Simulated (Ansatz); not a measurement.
# EuCuO2: the cost of one run

Program: Ansatz 0.2.0. Level of theory: DFT, at the levels named in each step. These are calculated values, not measurements.

### 1 The starting structure

Symmetry: R-3m, No. 166, trigonal system. The conventional cell has a = 3.630 Å, b = 3.630 Å, c = 17.070 Å, α = 90.00°, β = 90.00°, γ = 120.00°. Eu (site symmetry -3m) is surrounded by 6 O at 2.32 Å. Cu (site symmetry -3m) is surrounded by 2 O at 1.84 Å. Around O (site symmetry 3m) lie 1 Cu at 1.84 Å and 3 Eu at 2.32 Å.

Structure file:

```
Eu Cu O
1.0
     1.81500    1.04789    5.69000
    -1.81500    1.04789    5.69000
     0.00000   -2.09578    5.69000
Eu Cu O
1 1 2
Cartesian
  0.0000 0.0000 8.5350
  0.0000 0.0000 0.0000
  0.0000 0.0000 1.8436
  0.0000 0.0000 15.2264
```

Atoms are numbered in the order of the input: Eu1, Cu2, O3, O4.

### 2 No U, PAW

The input, input.yaml:

```yaml
crystal:
  lattice:
    - [1.815, 1.0478907386, 5.69]
    - [-1.815, 1.0478907386, 5.69]
    - [0.0, -2.0957814772, 5.69]
  atoms:
    - { symbol: Eu, position: [0.5, 0.5, 0.5], spin: 7.0 }
    - { symbol: Cu, position: [0.0, 0.0, 0.0] }
    - { symbol: O, position: [0.108, 0.108, 0.108] }
    - { symbol: O, position: [0.892, 0.892, 0.892] }
magnetization:
  spin_polarized: true
kpoints:
  mp_grid: { grid: [9, 9, 9] }
scf:
  occupations: { method: fermi_dirac, width: 0.03 }
hamiltonian:
  xc: lda
  pseudopotentials: { kind: paw }
output:
  forces: true
  stress: true
  eigenvalues: true
  hubbard: { sites: [{ species: Eu, l: f }, { species: Cu, l: d }] }
  populations: true
  write_density: true
  write_potential: true
  elf: true
  volumetric_format: npy
```

The run is started by

```
> ansatz run input.yaml --threads 2 --pin off --max-ram 6144MiB --backend cpu --events-out ev --progress --plain --runs-dir out
```

What time and memory should one allow on 2 threads of Arm Neoverse V2, shared host?

About 22 s, with a peak of 0.59 GiB.
